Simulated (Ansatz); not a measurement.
# H2NTi: the cost of one run

The runs use Ansatz 0.2.0, Gaussian basis; def2-TZVPP, core rule «outside noble gas», up to 10 orbitals frozen.

The runs, in order: UHF; CCSD(T) on ROHF; CCSD(T) on UHF; CCSDT(Q) on ROHF; CCSDT(Q) on UHF.

6 further runs of the same task are left out: 3 for a known fault of the program, 3 set aside as unsound or not needed.

## Step 1: The geometry

The geometry is a PBE0/def2-TZVP stationary point (not a proven minimum).

4 atoms, charge 1, spin multiplicity 5.

Atoms are counted from 1 here; the program's logs count them from 0.

Bond lengths: Ti1–N2 2.213 Å, N2–H3 1.023 Å, N2–H4 1.024 Å. Angles: Ti1–N2–H3 125.8°, Ti1–N2–H4 126.9°, H3–N2–H4 107.3°.

## Step 2: UHF

Contents of in.yaml:

```yaml
crystal:
  periodic: [false, false, false]
  atoms:
    - {symbol: Ti, position_ang: [0.000000, -0.000006, 0.574128]}
    - {symbol: N, position_ang: [0.000000, -0.000668, -1.638816]}
    - {symbol: H, position_ang: [0.000000, 0.829097, -2.237756]}
    - {symbol: H, position_ang: [0.000000, -0.819548, -2.253941]}
basis:
  gaussian: {orbitals: def2-TZVPP}
total_charge: 1
magnetization: {spin_polarized: true, initial_magnetization: 4}
hamiltonian: {xc: hf}
output: {orbitals: {seedname: orbitals}}
```

Started as:

```
ansatz run in.yaml --threads 1 --pin off --events-out ev --progress --plain --max-ram 4096MiB --backend cpu
```

Q: Estimate wall time and peak memory on 1 thread of AMD EPYC 7R13, shared host.

About 35 s, with a peak of 0.31 GiB.
